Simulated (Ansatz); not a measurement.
# CH₃F₂In: basis-set convergence

How large a basis does CH₃F₂In need? Two functionals are run in growing sets.

Program: Ansatz 0.2.0, Gaussian basis. Level of theory: one geometry, several basis sets. These are calculated values, not measurements.

The runs, in order: PBE0-D4/def2-SVP; ωB97M-V/def2-SVP; PBE0-D4/def2-QZVPP; ωB97M-V/def2-QZVPP; the functionals' def2-TZVPP values are taken from earlier runs.

1 further run of the same task is left out (for a known fault of the program).

## Step 1: Structure used throughout

All runs share one geometry, relaxed beforehand with PBE0-D4 in a triple-zeta def2 set. In takes the def2 core potential; no spin-orbit term is included.

7 atoms, charge 0, spin multiplicity 1.

Atoms are counted from 1 here; the program's logs count them from 0.

Bond lengths: F1–C2 1.385 Å, C2–In3 2.161 Å, C2–H5 1.093 Å, C2–H6 1.093 Å, In3–F4 1.969 Å, In3–H7 1.701 Å. Angles: F1–C2–In3 112.2°, F1–C2–H5 108.8°, F1–C2–H6 108.7°, In3–C2–H5 109.4°, In3–C2–H6 109.5°, H5–C2–H6 108.1°, C2–In3–F4 105.7°, C2–In3–H7 142.6°, F4–In3–H7 111.8°.

## Step 2: PBE0-D4 in def2-SVP

in.yaml

```yaml
crystal:
  periodic: [false, false, false]
  atoms:
    - {symbol: F, position_ang: [0.649554, 1.769684, 0.838667]}
    - {symbol: C, position_ang: [-0.295969, 0.794148, 0.568247]}
    - {symbol: In, position_ang: [0.506063, -0.807877, -0.640652]}
    - {symbol: F, position_ang: [-0.987767, -2.058833, -0.925121]}
    - {symbol: H, position_ang: [-1.138760, 1.256245, 0.046964]}
    - {symbol: H, position_ang: [-0.662576, 0.388065, 1.514993]}
    - {symbol: H, position_ang: [1.929445, -1.341421, -1.403108]}
basis:
  gaussian: {orbitals: def2-SVP}
hamiltonian: {xc: pbe0, dispersion: d4}
output: {orbitals: {seedname: orbitals}}
```

Run with:

```sh
$ ansatz run in.yaml --threads 2 --pin off --events-out ev --progress --plain --max-ram 4352MiB
```

After this run come: ωB97M-V in def2-SVP; PBE0-D4 in def2-QZVPP; ωB97M-V in def2-QZVPP.

**Question.** What will the summary of the whole plan be? Wanted: PBE0-D4: double and triple zeta above quadruple; ωB97M-V: double and triple zeta above quadruple.

The runs gave:

| quantity | value |
| --- | --- |
| PBE0-D4: double and triple zeta above quadruple | 8.85, 0.42 eV |
| ωB97M-V: double and triple zeta above quadruple | 9.06, 0.41 eV |

What this shows: For PBE0-D4 the step from double to triple zeta gains 8.42 eV and the next only 0.42 eV. These are total energies; as a rule much of such shifts cancels in differences, which this series doesn't test.
